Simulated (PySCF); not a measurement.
# GeH5P: the cost of one run

Computed with PySCF 2.14.0, with density-fitted response routines of our own, on a single molecule in the gas phase. Atoms count from 0, in the outputs and in this text.

**1. The molecule as given**

7 atoms, charge 0, multiplicity 1; geometry from: GFN2-xTB. The atoms were then displaced at random by about 0.01 Å, so the start is not that level's minimum.

Bonds of the start (Å): P0–Ge1 2.31, P0–H2 1.39, P0–H3 1.37, Ge1–H4 1.49, Ge1–H5 1.51, Ge1–H6 1.50.

**2. Relaxing the molecule at PBE0-D3(BJ)/def2-SVP**

What the job is given:

```
{"job": {"xc": "PBE0", "basis": "def2-SVP", "d3": "d3bj", "grid": 1, "shake": 0.01, "kind": "geom"}, "charge": 0, "multiplicity": 1}
P      1.300320    -0.149300     0.873070
Ge    -0.778540     0.169440    -0.094340
H      1.921530     0.537620    -0.164970
H      1.500130    -1.359570     0.263820
H     -1.809080    -0.686170     0.567240
H     -1.243360     1.593580     0.065300
H     -0.857050    -0.134700    -1.560050
```

Command:

```bash
$ OMP_NUM_THREADS=1 python probes_run.py task.json out
```

This one command runs all jobs of the session in turn.

Q: Estimate the wall time and peak memory of this first job on 1 thread of Arm Neoverse V1, shared host.

About 9.2 s, with a peak of 0.32 GiB.
